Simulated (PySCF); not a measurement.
# SbO2F: structure of the singlet

Aim: relax SbO2F as a singlet from a T-shaped (ligand arrangement 2) start, check by its vibrations whether the end is a minimum, and collect its spectrum and constants.

Computed with PySCF 2.14.0. Level: PBE0, basis Sb def2-TZVP with ECP28, O def2-TZVP, F def2-TZVP, scalar-relativistic core potentials, no spin–orbit coupling, density fitting.

## 1. The starting structure

4 atoms, charge 0, spin multiplicity 1.

Bond lengths: Sb1–O2 1.900 Å, Sb1–O3 1.900 Å, Sb1–F4 2.040 Å. Angles: O2–Sb1–O3 88.0°, O2–Sb1–F4 88.0°, O3–Sb1–F4 176.0°.

```xyz
4
charge 0 multiplicity 1
Sb   -0.0487    0.0000   -0.1908
O    -0.0487    0.0000    1.7092
O    -1.9475    0.0000   -0.1245
F     1.9901    0.0000   -0.1196
```

## 2. Relaxation: T-shaped (ligand arrangement 2) start, singlet

One driver script runs all steps and calls PySCF; scf.py shows how it sets up the SCF of each step. The optimiser is the driver's own. Before each start the driver seeks the lowest SCF state from one or more starting densities and follows internal instabilities, so scf.py alone need not reach the same state.

The program finds Cs symmetry in the start, which this walk keeps.

The input, scf.py:

```python
from pyscf import gto, scf, dft
mol = gto.M(atom='''
Sb    -0.048651     0.000000    -0.190838
O     -0.048651     0.000000     1.709162
O     -1.947451     0.000000    -0.124538
F      1.990149     0.000000    -0.119638''',
    basis={'Sb': 'def2-TZVP', 'O': 'def2-TZVP', 'F': 'def2-TZVP'},
    ecp={'Sb': 'def2-TZVP'},
    charge=0, spin=0)
mf = dft.RKS(mol, xc='PBE0')
mf.grids.atom_grid = (50, 194)
aux = {'Sb': 'def2-universal-JKFIT', 'O': 'def2-universal-JKFIT', 'F': 'def2-universal-JKFIT'}
mf = mf.density_fit(auxbasis=aux)
mf.kernel()
```

Further steps of the session: Frequencies.

**Question.** What will these runs give? Wanted: minimum; geometry; wavenumbers; dipole moment; highest occupied, lowest empty level; polar-tensor charge of Sb1; zero-point energy; atomisation energy.

The runs gave:

```
                                 quantity                                                               value
                                  minimum                                                        singlet, C2v
                                 geometry  Sb–F 1.884 Å, Sb–O 1.784 Å (×2); F–Sb–O 108.1° (×2), O–Sb–O 143.8°
                       wavenumbers (cm⁻¹)          168 (b1), 209 (a1), 218 (b2), 652 (a1), 848 (a1), 928 (b2)
                            dipole moment                                                              0.17 D
     highest occupied, lowest empty level                                                     -9.64, -4.07 eV
               polar-tensor charge of Sb1                                                             +1.72 e
                        zero-point energy                                                         18.1 kJ/mol
                      entropy at 298.15 K                                                     303.8 J/(mol K)
atomisation energy (no zero-point energy)                                                         1039 kJ/mol
```

From Cs at the start the molecule goes to a C2v minimum. The strongest infrared band lies at 652 cm⁻¹ (a1, stretch). Only this shape and spin were tried, so other structures or states may lie lower. Spin–orbit coupling is left out.
